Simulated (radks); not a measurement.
**Excited configurations of Pr⁺**

An exercise on one series of results from a longer session: the logs are not shown, and one member is left open.

The numbers are computed with radks (a radial shooting solver on a logarithmic mesh, Libxc functionals) version 1 (Dirac Kohn-Sham, BLYP, spin-unpolarised, spherical densities, point nucleus; open shells fill j = l - 1/2 first), except any that are marked as measured or tabulated.

2 further runs of the same task are left out: 2 that didn't finish.

### The system

- element: praseodymium (Z = 59)
- charge: +1
- electrons: 58
- configuration: [Xe] 4f3 6s1

The first run:

The run's settings:

```text
Z 59
configuration [Xe] 4f3 6s1
relativity Dirac
functional b88,lyp
spin unpolarised
j_filling energy
nucleus point
c 137.035999084
```

Among the steps run: Ground configuration: [Xe] 4f3 6s1.

One table of the session follows, with a row left open; its other results are not shown here.

It belongs to the step «Ground configuration: [Xe] 4f3 6s1». From the orbitals of this run (lengths in bohr):

| level | <r> | outermost maximum (interpolated) | 90 % within | nodes |
| --- | --- | --- | --- | --- |
| 4d3/2 | 0.7219 | 0.631 | 1.09 | 1 |
| 4d5/2 | 0.7320 | 0.639 | 1.10 | 1 |
| 5s1/2 | 1.508 | 1.35 | 2.17 | 4 |
| 5p1/2 | 1.705 | 1.48 | 2.50 | 3 |
| 5p3/2 | 1.795 | 1.56 | 2.64 | 3 |
| 6s1/2 | 4.064 | 3.59 | 5.88 | 5 |
| 4f5/2 | 1.173 | 0.690 | 2.10 | 0 |
| 4f7/2 | ? | ? | ? | ? |

**Question.** Estimate the row for 4f7/2.

**Answer.** <r>: 1.195; outermost maximum (interpolated): 0.695; 90 % within: 2.15; nodes: 0. In the column «<r>» it lies between 4f5/2 (1.173) and 5s1/2 (1.508).

Caveats from the session: Spin polarisation and multiplet splitting are left out, so open shells lie too high by an amount that depends on their filling.
